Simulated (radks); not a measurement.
# The Coulomb parameter U of the 3d shell of Cu⁺

Aim: U as the second difference [E(n + 1) + E(n − 1) − 2E(n)]/1², with all orbitals relaxed. Bare: the atom's charge changes with n. Screened: the 4p shell takes up the change. The start is a model configuration, not necessarily the ground state.

Program: radks (a radial shooting solver on a logarithmic mesh, Libxc functionals) version 1. Level of theory: scalar-relativistic Kohn-Sham, BLYP, spin-unpolarised, spherical densities, finite nucleus. These are calculated values, not measurements, unless marked.

### Step 1. The system

| Item | Value |
| --- | --- |
| element | copper (Z = 29) |
| charge | +1 |
| electrons | 28 |
| configuration | [Ar] 3d8.5 4p1.5 |
| nuclear rms radius | 3.8823 fm |

### Step 2. Start: [Ar] 3d8.5 4p1.5

The run's settings:

```text
Z 29
configuration [Ar] 3d8.5 4p1.5
relativity scalar-relativistic
functional b88,lyp
spin unpolarised
nucleus finite rms 3.8823 fm
c 137.035999084
```

### Step 3. Bare +1: [Ar] 3d9.5 4p1.5

Settings, as their differences from step 2:

```diff
@@ -1,3 +1,3 @@
 Z 29
-configuration [Ar] 3d8.5 4p1.5
+configuration [Ar] 3d9.5 4p1.5
 relativity scalar-relativistic
```

### Step 4. Bare -1: [Ar] 3d7.5 4p1.5

Settings, as their differences from step 3:

```diff
@@ -1,3 +1,3 @@
 Z 29
-configuration [Ar] 3d9.5 4p1.5
+configuration [Ar] 3d7.5 4p1.5
 relativity scalar-relativistic
```

### Step 5. Screened +1: [Ar] 3d9.5 4p0.5

Settings, as their differences from step 4:

```diff
@@ -1,3 +1,3 @@
 Z 29
-configuration [Ar] 3d7.5 4p1.5
+configuration [Ar] 3d9.5 4p0.5
 relativity scalar-relativistic
```

### Step 6. Screened -1: [Ar] 3d7.5 4p2.5

Settings, as their differences from step 5:

```diff
@@ -1,3 +1,3 @@
 Z 29
-configuration [Ar] 3d9.5 4p0.5
+configuration [Ar] 3d7.5 4p2.5
 relativity scalar-relativistic
```

**Question.** What will these runs give?

**Answer**, as computed:

```
                  quantity  value (eV)
                   U, bare      16.259
         U, screened by 4p       6.013
F0(3d,3d), frozen orbitals      28.141
```

**Reading.** Relaxing the orbitals brings U down to 58 % of the Slater integral F0. Letting 4p compensate leaves 37 % of the bare value; this second difference measures U(3d,3d) + U(4p,4p) − 2U(3d,4p). A solid screens further than the bare atom, so the bare value is an upper guide for the U of a crystal.
